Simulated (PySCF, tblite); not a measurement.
**C5H8N2OSi: geometry, infrared bands and NMR shifts**

Aim: predict the infrared bands and NMR shifts of C5H8N2OSi (`C=C(C#N)C[SiH2]NC=O`).

Programs: tblite 0.8.0 and PySCF 2.14.0, with density-fitted response routines of our own. Each step states its level of theory. These are calculated values for one molecule in the gas phase, unless marked as measured. Atoms count from 0, in the outputs and in this text.

## 1. Starting geometry

17 atoms, charge 0, multiplicity 1; geometry from: force field or distance geometry start.

Bonds of the start (Å): C0–C1 1.33, C1–C2 1.43, C2–N3 1.16, C1–C4 1.46, C4–Si5 1.81, Si5–N6 1.77, N6–C7 1.45, C7–O8 1.28, C0–H9 1.08, C0–H10 1.08, C4–H11 1.13, C4–H12 1.13, Si5–H13 1.47, Si5–H14 1.48, N6–H15 1.04, C7–H16 1.07.

## 2. Optimising the geometry with GFN2-xTB

The job: settings as JSON, then the geometry in Å.

```
{"job": {"kind": "relax", "xc": "GFN2-xTB", "basis": "xTB"}, "charge": 0, "multiplicity": 1}
C     -1.694300    -1.586100    -1.288000
C     -1.316800    -1.122700    -0.097000
C     -2.214300    -0.397900     0.743100
N     -2.944800     0.215900     1.405700
C      0.045600    -1.387600     0.369600
Si     1.128600     0.019300     0.725200
N      0.773000     1.557700    -0.084000
C      1.650100     2.671200     0.222300
O      2.617900     2.491700     1.033700
H     -0.952400    -2.131600    -1.847000
H     -2.687900    -1.431300    -1.680900
H      0.503100    -2.081300    -0.395300
H     -0.042200    -2.013000     1.304100
H      1.176800     0.222800     2.183900
H      2.510200    -0.313300     0.317300
H     -0.026800     1.677900    -0.730900
H      1.467100     3.620500    -0.243500
```

Run with:

```console
$ OMP_NUM_THREADS=1 python probes_run.py task.json out
```

One launch serves the whole session: the jobs run in the order shown.

**Question.** This job is followed by: GFN2-xTB harmonic vibrations, gas phase; GIAO PBE0/pcSseg-1 NMR shielding, non-relativistic, gas phase. What will the session give for the following? strongest single infrared mode (GFN2-xTB); zero-point energy (GFN2-xTB); 13C shifts against TMS (PBE0/pcSseg-1); 1H shifts against TMS (PBE0/pcSseg-1, means over atoms taken as alike); 15N shifts against NH3 (PBE0/pcSseg-1); 29Si shifts against TMS (PBE0/pcSseg-1); 17O shifts against H2O (PBE0/pcSseg-1); surface potential, 1st and 99th percentile.

**Answer**, as computed:

```
                                                              quantity                                   value
                             strongest single infrared mode (GFN2-xTB)                   1736 cm⁻¹, 458 km/mol
                                          zero-point energy (GFN2-xTB)                           74.9 kcal/mol
                                13C shifts against TMS (PBE0/pcSseg-1)    168.9, 133.2, 130.6, 123.2, 24.8 ppm
1H shifts against TMS (PBE0/pcSseg-1, means over atoms taken as alike)  8.39, 6.00, 5.82, 5.03, 4.43, 1.95 ppm
                                15N shifts against NH3 (PBE0/pcSseg-1)                        319.8, 124.6 ppm
                               29Si shifts against TMS (PBE0/pcSseg-1)                               -45.7 ppm
                                17O shifts against H2O (PBE0/pcSseg-1)                               452.9 ppm
                                 surface potential, 1st and 99th percentile                      -1.76 V and 2.23 V
```

**Reading.** Relaxing lowered the energy by 0.905 eV in 171 steps; the close pair that moved most is C4–Si5, from 1.811 to 1.920 Å. No mode is imaginary among the 45: a minimum at this level. The strongest single mode, at 1736 cm⁻¹, moves mainly C7 and O8. Unscaled tight-binding wavenumbers are off by several per cent, some by more. Its intensities can rank the bands wrongly. At PBE0/pcSseg-1: The widest tensor belongs to O8: span 685 ppm, with a paramagnetic part of -518 ppm. At PBE0/pcSseg-1, counted by nearest atom on the grid, the HOMO lies on O8 38 %; C0 15 %, the LUMO on C0, C1 about 24 % each; N3 16 %.
